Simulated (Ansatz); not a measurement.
# As: the crystal squeezed far

The task here is to estimate one member of a computed series from the others.

Method: DFT LDA, with the methods named in each step, in Ansatz 0.2.0.

1 further run of the same task is left out (it didn't finish). Runs told in other sessions of the task aren't counted.

### Starting point

It takes space group Fm-3m (No. 225, cubic). The conventional cell has a = 4.236 Å, b = 4.236 Å, c = 4.236 Å, α = 90.00°, β = 90.00°, γ = 90.00°. As (site symmetry m-3m) has 12 As at 3.00 Å in its first shell of neighbours.

Structure file:

```
As
1.0
     0.00000    2.11791    2.11791
     2.11791    0.00000    2.11791
     2.11791    2.11791    0.00000
As
1
Direct
  0.00000 0.00000 0.00000
```

Whether this phase is the stable one at these pressures isn't tested.

Set-up of the first run:

Contents of input.yaml:

```yaml
crystal:
  lattice:
    - [0.0, 2.1179117921, 2.1179117921]
    - [2.1179117921, 0.0, 2.1179117921]
    - [2.1179117921, 2.1179117921, 0.0]
  atoms:
    - { symbol: As, position: [0.0, 0.0, 0.0] }
kpoints:
  mp_grid: { grid: [17, 17, 17] }
scf:
  occupations: { method: fermi_dirac, width: 0.1 }
hamiltonian:
  xc: lda
  pseudopotentials: { kind: paw }
output:
  forces: true
  stress: true
relax:
  f_tol: 0.005
  max_steps: 40
  cell: {}
```

Command:

```sh
$ ansatz run input.yaml --threads 1 --pin off --max-ram 2048MiB --backend cpu --events-out ev --progress --plain --runs-dir out
```

Steps of the session up to this table: Cell relaxed at zero pressure, PAW; Volume scaled by 1, PAW; Volume scaled by 0.9, PAW; Volume scaled by 0.8, PAW; Volume scaled by 0.7, PAW; Volume scaled by 0.6, PAW; Volume scaled by 0.5, PAW; Volume scaled by 0.4, PAW; Volume scaled by 0.4, PAW (core large).

One table of the session follows, with a row left open; its other results are not shown here.

 The rows PAW, 0.4 and PAW (core large), 0.4 agree to the last digit and may rest on the same set-up.

```
          method  volume over the first  volume (Å³/atom)  pressure (GPa)
             PAW                      1            18.144           -0.02
             PAW                    0.9            16.330           12.49
             PAW                    0.8                 ?               ?
             PAW                    0.7            12.701           70.59
             PAW                    0.6            10.887          141.67
             PAW                    0.5             9.072          286.08
             PAW                    0.4             7.258          614.42
PAW (core large)                    0.4             7.258          614.42
```

**Question.** Estimate the row for PAW, 0.8.

**Answer.** volume (Å³/atom): 14.516; pressure (GPa): 33.47. In the column «volume (Å³/atom)» it lies between PAW, 0.7 (12.701) and PAW, 0.9 (16.330).

Limits of these values: At pressures up to 614 GPa the PAW spheres may overlap and frozen cores may not hold, so those PAW values are rough without an all-electron check. Warnings in the runs' records: datasets by core.
